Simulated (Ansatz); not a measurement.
# AlH8NO3Si: how energies converge with the basis set

The task here is to estimate one member of a computed series from the others.

Computed with Ansatz 0.2.0, Gaussian basis. Level: one geometry, several basis sets.

The runs, in order: PBE0-D4/def2-SVP; ωB97M-V/def2-SVP; PBE0-D4/def2-QZVPP; ωB97M-V/def2-QZVPP; the functionals' def2-TZVPP values are taken from earlier runs.

**Structure used throughout**

The geometry comes from an earlier relaxation with PBE0-D4 in a triple-zeta def2 set; it is a stationary point, not always the lowest conformer.

14 atoms, charge 0, spin multiplicity 1.

Atoms are counted from 1 here; the program's logs count them from 0.

Bond lengths: O1–Al2 1.720 Å, O1–H7 0.955 Å, Al2–O3 1.730 Å, Al2–O4 1.720 Å, Al2–N5 2.010 Å, O3–H8 0.955 Å, O4–H9 0.954 Å, N5–Si6 1.795 Å, N5–H10 1.017 Å, N5–H11 1.017 Å, Si6–H12 1.474 Å, Si6–H13 1.473 Å, Si6–H14 1.490 Å. Angles: Al2–O1–H7 121.1°, O1–Al2–O3 116.6°, O1–Al2–O4 118.4°, O1–Al2–N5 100.6°, O3–Al2–O4 117.2°, O3–Al2–N5 97.0°, O4–Al2–N5 100.5°, Al2–O3–H8 120.7°, Al2–O4–H9 121.3°, Al2–N5–Si6 111.7°, Al2–N5–H10 106.4°, Al2–N5–H11 106.1°, Si6–N5–H10 112.5°, Si6–N5–H11 112.4°, H10–N5–H11 107.2°, N5–Si6–H12 108.4°, N5–Si6–H13 108.3°, N5–Si6–H14 106.7° and more.

The first run:

in.yaml reads:

```yaml
crystal:
  periodic: [false, false, false]
  atoms:
    - {symbol: O, position_ang: [-2.399430, -0.176126, 0.043482]}
    - {symbol: Al, position_ang: [-0.892402, 0.422994, 0.616065]}
    - {symbol: O, position_ang: [0.023019, -0.631058, 1.637435]}
    - {symbol: O, position_ang: [-0.735449, 2.113330, 0.889681]}
    - {symbol: N, position_ang: [0.239687, 0.211156, -1.031787]}
    - {symbol: Si, position_ang: [1.623960, -0.896839, -0.749031]}
    - {symbol: H, position_ang: [-3.191690, 0.353941, 0.094320]}
    - {symbol: H, position_ang: [-0.386401, -1.390474, 2.047200]}
    - {symbol: H, position_ang: [-0.409718, 2.452565, 1.720243]}
    - {symbol: H, position_ang: [0.536884, 1.146355, -1.297777]}
    - {symbol: H, position_ang: [-0.383582, -0.125377, -1.761331]}
    - {symbol: H, position_ang: [1.091834, -2.242298, -0.465179]}
    - {symbol: H, position_ang: [2.472930, -0.317898, 0.306921]}
    - {symbol: H, position_ang: [2.397559, -0.949671, -2.021444]}
basis:
  gaussian: {orbitals: def2-SVP}
hamiltonian: {xc: pbe0, dispersion: d4}
output: {orbitals: {seedname: orbitals}}
```

On the command line:

```bash
ansatz run in.yaml --threads 4 --pin off --events-out ev --progress --plain --max-ram 11315MiB
```

Among the steps run: PBE0-D4 in def2-SVP; ωB97M-V in def2-SVP; PBE0-D4 in def2-QZVPP; ωB97M-V in def2-QZVPP.

One of the session's tables, all rows but one given; the rest of the session is left out.

```
functional       basis  HOMO (eV)  LUMO (eV)
   PBE0-D4    def2-SVP      -7.64       0.16
   PBE0-D4  def2-TZVPP      -7.96      -0.33
   PBE0-D4  def2-QZVPP      -8.04      -0.52
   ωB97M-V    def2-SVP          ?          ?
   ωB97M-V  def2-TZVPP     -10.44       1.22
   ωB97M-V  def2-QZVPP     -10.53       0.84
```

**Question.** Estimate the row for ωB97M-V, def2-SVP.

The run gave: HOMO (eV): -10.09; LUMO (eV): 1.90. In the column «HOMO (eV)» it lies between ωB97M-V, def2-TZVPP (-10.44) and PBE0-D4, def2-QZVPP (-8.04).
